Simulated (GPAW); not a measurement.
The system is Bi2Te3 (Tellurobismuthite).

```
CELL_PARAMETERS angstrom
2.19300 1.26613 10.16567
-2.19300 1.26613 10.16567
0.00000 -2.53226 10.16567
ATOMIC_POSITIONS crystal
Bi 0.60000 0.60000 0.60000
Bi 0.40000 0.40000 0.40000
Te 0.79050 0.79050 0.79050
Te 0.20950 0.20950 0.20950
Te 0.00000 0.00000 0.00000
```

Base run:

| Quantity | Value |
| --- | --- |
| Program | GPAW 26.7.0 |
| Functional | PBE |
| Potentials or basis | GPAW PAW data sets (gpaw-data 1.2.1) |
| Cutoff | 600 eV |
| Basis | pw |
| k mesh | 5 × 5 × 5 |
| Occupations | fermi-dirac, width 0.05 eV |
| Spin | no spin polarisation |

Its results: band gap on the k mesh 0.26 eV, direct; pressure 1.7 GPa; largest force 0.046 eV/Å.

Problem. After a change of settings the same cell gave: band gap on the k mesh 0.49 eV, direct; pressure 1.2 GPa; largest force 0.287 eV/Å. Which change was it?
A. functional from PBE to LDA; potentials or basis from GPAW PAW data sets (gpaw-data 1.2.1) to the program's PAW data sets (release 1.2.1) made for this functional
B. functional from PBE to r2SCAN
C. functional from PBE to PBEsol; potentials or basis from GPAW PAW data sets (gpaw-data 1.2.1) to PAW data sets generated in the run's folder for this functional
D. k mesh from 5 × 5 × 5 to 7 × 7 × 7

Solution. B.

r2SCAN gives the wider gap, since meta-GGAs in the generalised Kohn-Sham scheme recover part of the derivative discontinuity.

Caveats: spin-orbit coupling is left out, which as a rule narrows the gap of such compounds by several tenths of an eV; the PAW data sets were made with another functional, which shifts forces and pressure a little (some runs).

Not every run made on this cell is shown here.
